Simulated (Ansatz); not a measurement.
# BaAgPtC6N6: the cost of one run

Method: DFT PBE, scalar-relativistic, plane waves, PAW, in Ansatz 0.2.0.

## (1) The system as given

Symmetry: F-43m, No. 216, cubic system. The conventional cell has a = 10.399 Å, b = 10.399 Å, c = 10.399 Å, α = 90.00°, β = 90.00°, γ = 90.00°. Ba (site symmetry -43m) has 12 C at 3.72 Å and 12 N at 3.72 Å in its first shell of neighbours. Ag (site symmetry -43m) has 6 C at 2.02 Å in its first shell of neighbours. Around Pt (site symmetry -43m) lie 6 N at 2.01 Å. C (site symmetry 2mm) has 1 N at 1.17 Å and 1 Ag at 2.02 Å in its first shell of neighbours. N (site symmetry 2mm) has 1 C at 1.17 Å and 1 Pt at 2.01 Å in its first shell of neighbours.

Coordinates:

```
Ba Ag Pt C N
1.0
     0.00000    5.19950    5.19950
     5.19950    0.00000    5.19950
     5.19950    5.19950    0.00000
Ba Ag Pt C N
1 1 1 6 6
Direct
  0.75000 0.75000 0.75000
  0.00000 0.00000 0.00000
  0.50000 0.50000 0.50000
  0.80556 0.19444 0.19444
  0.19444 0.19444 0.80556
  0.80556 0.19444 0.80556
  0.19444 0.80556 0.80556
  0.80556 0.80556 0.19444
  0.19444 0.80556 0.19444
  0.69305 0.30695 0.30695
  0.30695 0.30695 0.69305
  0.69305 0.30695 0.69305
  0.30695 0.69305 0.69305
  0.69305 0.69305 0.30695
  0.30695 0.69305 0.30695
```

The cell is invented: cyanide-bridged rock-salt net of two metals, 1 guest cations a cell (F-43m, No. 216). Lengths come from tabulated atomic sizes and are only a guess.

## (2) The guess as it stands, on a coarse mesh

Input file input.yaml:

```yaml
crystal:
  lattice:
    - [0.0, 5.1995, 5.1995]
    - [5.1995, 0.0, 5.1995]
    - [5.1995, 5.1995, 0.0]
  atoms:
    - { symbol: Ba, position: [0.75, 0.75, 0.75] }
    - { symbol: Ag, position: [0.0, 0.0, 0.0] }
    - { symbol: Pt, position: [0.5, 0.5, 0.5] }
    - { symbol: C, position: [0.80555823, 0.19444177, 0.19444177] }
    - { symbol: C, position: [0.19444177, 0.19444177, 0.80555823] }
    - { symbol: C, position: [0.80555823, 0.19444177, 0.80555823] }
    - { symbol: C, position: [0.19444177, 0.80555823, 0.80555823] }
    - { symbol: C, position: [0.80555823, 0.80555823, 0.19444177] }
    - { symbol: C, position: [0.19444177, 0.80555823, 0.19444177] }
    - { symbol: "N", position: [0.69304741, 0.30695259, 0.30695259] }
    - { symbol: "N", position: [0.30695259, 0.30695259, 0.69304741] }
    - { symbol: "N", position: [0.69304741, 0.30695259, 0.69304741] }
    - { symbol: "N", position: [0.30695259, 0.69304741, 0.69304741] }
    - { symbol: "N", position: [0.69304741, 0.69304741, 0.30695259] }
    - { symbol: "N", position: [0.30695259, 0.69304741, 0.30695259] }
basis:
  ecutwfc: 420
kpoints:
  mp_grid: { grid: [4, 4, 4] }
hamiltonian:
  xc: pbe
scf:
  occupations: { method: gaussian, width: 0.1 }
  lower_state_search: "off"
output:
  forces: true
  stress: true
  eigenvalues: true
```

Started as:

```bash
$ ansatz run input.yaml --threads 1 --pin off --max-ram 2560MiB --backend cpu --events-out ev --progress --plain --runs-dir out
```

**Question.** How long does this run take on 1 thread of Intel Xeon Platinum 8488C (Sapphire Rapids), shared host, and how much memory does it need?

About 10 s, with a peak of 0.59 GiB.
